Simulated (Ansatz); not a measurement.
# SnH2Br2: small, medium and large basis sets

One table from this session's results is given with a row withheld; the runs are named, their logs left out.

Program: Ansatz 0.2.0, Gaussian basis. Level of theory: one geometry, several basis sets. These are calculated values, not measurements.

Plan: PBE0-D4/def2-SVP; ωB97M-V/def2-SVP; PBE0-D4/def2-QZVPP; ωB97M-V/def2-QZVPP; the functionals' def2-TZVPP values are taken from earlier runs.

## The relaxed structure

The geometry comes from an earlier relaxation with PBE0-D4 in a triple-zeta def2 set; it is a stationary point. Sn takes the def2 core potential; no spin-orbit term is included.

SMILES `[Br][SnH2][Br]`, 5 atoms, charge 0, spin multiplicity 1.

Atoms are counted from 1 here; the program's logs count them from 0.

Bond lengths: Br1–Sn2 2.467 Å, Sn2–Br3 2.467 Å, Sn2–H4 1.697 Å, Sn2–H5 1.697 Å. Angles: Br1–Sn2–Br3 107.5°, Br1–Sn2–H4 107.9°, Br1–Sn2–H5 107.9°, Br3–Sn2–H4 107.9°, Br3–Sn2–H5 107.9°, H4–Sn2–H5 117.3°.

The first run:

in.yaml reads:

```yaml
crystal:
  periodic: [false, false, false]
  atoms:
    - {symbol: Br, position_ang: [-2.105883, 0.491320, -0.865036]}
    - {symbol: Sn, position_ang: [0.091276, 0.087219, 0.181954]}
    - {symbol: Br, position_ang: [1.259591, -1.607210, -1.178539]}
    - {symbol: H, position_ang: [-0.177554, -0.573913, 1.721495]}
    - {symbol: H, position_ang: [0.982470, 1.528883, 0.098726]}
basis:
  gaussian: {orbitals: def2-SVP}
hamiltonian: {xc: pbe0, dispersion: d4}
output: {orbitals: {seedname: orbitals}}
```

Started as:

```sh
$ ansatz run in.yaml --threads 4 --pin off --events-out ev --progress --plain --max-ram 10444MiB
```

Among the steps run: PBE0-D4 in def2-SVP; ωB97M-V in def2-SVP; PBE0-D4 in def2-QZVPP; ωB97M-V in def2-QZVPP.

One of the session's tables, all rows but one given; the rest of the session is left out.

It belongs to the step «Functionals by basis». 

```
functional       basis  HOMO (eV)  LUMO (eV)
   PBE0-D4    def2-SVP      -8.34      -1.56
   PBE0-D4  def2-TZVPP      -8.46      -1.73
   PBE0-D4  def2-QZVPP      -8.47      -1.77
   ωB97M-V    def2-SVP     -10.49       0.45
   ωB97M-V  def2-TZVPP          ?          ?
   ωB97M-V  def2-QZVPP     -10.66       0.03
```

**Question.** Estimate the row for ωB97M-V, def2-TZVPP.

**Answer.** HOMO (eV): -10.65; LUMO (eV): 0.15. In the column «HOMO (eV)» it lies between ωB97M-V, def2-QZVPP (-10.66) and ωB97M-V, def2-SVP (-10.49).
